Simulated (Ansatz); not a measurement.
Runs of Ansatz 0.2.0 on NaMg3O4. It takes space group Pm-3m (No. 221, cubic). The conventional cell has a = 4.354 Å, b = 4.354 Å, c = 4.354 Å, α = 90.00°, β = 90.00°, γ = 90.00°. Mg (site symmetry 4/mmm) is surrounded by 6 O at 2.18 Å. Na (site symmetry m-3m) has 6 O at 2.18 Å as nearest neighbours. Around O (site symmetry 4/mmm) lie 4 Mg at 2.18 Å and 2 Na at 2.18 Å. O (site symmetry m-3m) is surrounded by 6 Mg at 2.18 Å. The cell comes from a database or a generator and needn't be the stable form of this composition.

| task | level | smearing | gap on the mesh (eV) | pressure (GPa) |
| --- | --- | --- | --- | --- |
| single point | LDA | gaussian 0.01 eV | none | -10.1 |
| single point | PBE | gaussian 0.1 eV | none | -0.9 |
| single point | PBE | gaussian 0.05 eV | none | -0.9 |
| electric field gradients | RPBE+D3(BJ) | gaussian 0.05 eV | none | (a) |

Alike in all rows: potentials or basis Ansatz PAW; no spin polarisation; cell as given; k mesh 6 × 6 × 6; cutoff (eV) 420.

Problem. Fill in the values left out.

Solution. (a) -18.4.

Caveats: an odd number of electrons without spin polarisation forces a metal; a magnetic or distorted state may lie lower; the PAW data sets come from PBE, with cores solved anew for the run's functional, which leaves a small shift of forces and pressure (some runs); so large a pressure means that the cell lies far from this level's equilibrium, or that cutoff or potentials fall short (some runs); pairwise dispersion overbinds metals, which lowers pressure and volume (some runs).

A gap of «none» marks a metal or a gap under the smearing width.
